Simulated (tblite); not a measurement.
# [CrSO3]2− ([CrO3S]2-) at GFN1-xTB

Aim: a geometry optimisation of [CrSO3]2− ([CrO3S]2-). 

The results are computed with tblite 0.8.0.

4 further runs of the same task are left out: 4 set aside as unsound or not needed.

### Step 1. Starting point

[CrSO3]2−: 5 atoms, total charge -2, spin state singlet. As SMILES, `[O]=[Cr-2](=[O])(=[O])=[S]`. The shape comes from GFN2-xTB, which is rough for such elements, and wasn't checked as a minimum. The run starts from this shape.

Bond lengths: Cr1–O2 1.604 Å, Cr1–O3 1.605 Å, Cr1–O4 1.605 Å, Cr1–S5 2.128 Å. Angles: O2–Cr1–O3 113.7°, O2–Cr1–O4 113.8°, O2–Cr1–S5 104.9°, O3–Cr1–O4 113.8°, O3–Cr1–S5 104.7°, O4–Cr1–S5 104.6°.

### Step 2. A geometry optimisation at GFN1-xTB

File start.xyz:

```xyz
5

Cr     0.085130     0.146580     0.062250
O      0.031760     0.015430     1.660440
O      1.566660     0.040060    -0.545640
O     -0.762990     1.380680    -0.514560
S     -0.920570    -1.582740    -0.662490
```

File calc.py:

```python
# GFN1-xTB geometry optimisation
import json
import numpy as np
from tblite.interface import Calculator
from tblite.interface import symbols_to_numbers
from scipy.optimize import minimize

symbols = list(map(str, np.loadtxt("start.xyz", skiprows=2, usecols=0, dtype=str, ndmin=1)))
numbers = np.array(symbols_to_numbers(symbols))
positions = np.loadtxt("start.xyz", skiprows=2, usecols=(1, 2, 3), ndmin=2) / 0.5291772

calculator = Calculator("GFN1-xTB", numbers, positions, charge=-2, uhf=0)
calculator.set("verbosity", 0)
calculator.set("accuracy", 0.01)
last, frames, energies, grads = [None], [], [], []

def fun(x):
    calculator.update(x.reshape(-1, 3))
    last[0] = calculator.singlepoint(last[0])
    return float(last[0].get('energy')), last[0].get('gradient').ravel()

def show(x):
    e, g = fun(x)
    frames.append(x.reshape(-1, 3).tolist())
    energies.append(e)
    grads.append(g.reshape(-1, 3).tolist())
    print(f"{len(energies) - 1:4d} {e:16.9f} {np.abs(g).max():12.3e} {np.linalg.norm(g):12.3e}")

print("step      energy/Eh       max grad     grad norm")
show(positions.ravel())
opt = minimize(fun, positions.ravel(), jac=True, method="BFGS", callback=show, options={"gtol": 3e-05, "maxiter": 500})
print("converged:", opt.success, "-", opt.message)
fun(opt.x)
res = last[0]
final = opt.x.reshape(-1, 3)
print("final geometry (angstrom)")
for s, p in zip(symbols, final * 0.529177210903):
    print(f"{s:<2} {p[0]:12.6f} {p[1]:12.6f} {p[2]:12.6f}")
print(f"Energy: {res.get('energy'):.8f} Eh")
eps = np.atleast_2d(res.get("orbital-energies")) * 27.211386
occ = np.atleast_2d(res.get("orbital-occupations"))
filled = occ.sum(axis=0) if eps.shape[0] == 1 else occ[0]
homo = np.nonzero(filled > 0.5)[0].max()
print(f"HOMO {eps[0, homo]:.4f} eV")
if homo + 1 < eps.shape[1]:
    print(f"LUMO {eps[0, homo + 1]:.4f} eV, gap {eps[0, homo + 1] - eps[0, homo]:.4f} eV")
mu = res.get("dipole") * 2.541746
print(f"Dipole moment: {np.linalg.norm(mu):.4f} D, components " + " ".join(f"{c:.4f}" for c in mu))
q = res.get("charges")
print("Charges:", " ".join(f"{s}{i + 1}={c:+.4f}" for i, (s, c) in enumerate(zip(symbols, q))))
out = {k: np.asarray(res.get(k)).tolist() for k in ("energy", "gradient", "charges", "dipole", "orbital-energies", "orbital-occupations")}
out.update(symbols=symbols, positions=(positions * 0.529177210903).tolist(), final=final.tolist(), frames=frames, step_energies=energies, grads=grads, success=bool(opt.success))
json.dump(out, open("results.json", "w"))
```

Launch:

```bash
$ python calc.py
```

What values should one expect? Wanted: total energy at the end; HOMO energy; LUMO energy; HOMO–LUMO gap.

Answer, from the run:

Level: GFN1-xTB.

| quantity | value |
| --- | --- |
| total energy at the end | -20.01123 Eh |
| HOMO energy | -0.35 eV |
| LUMO energy | 2.42 eV |
| HOMO–LUMO gap | 2.76 eV |

At the final geometry: Bond lengths: Cr1–O2 1.582 Å, Cr1–O3 1.582 Å, Cr1–O4 1.582 Å, Cr1–S5 2.080 Å. Angles: O2–Cr1–O3 110.8°, O2–Cr1–O4 110.8°, O2–Cr1–S5 108.1°, O3–Cr1–O4 110.8°, O3–Cr1–S5 108.1°, O4–Cr1–S5 108.1°. The optimisation took 13 steps and changed the energy by -0.105 eV.
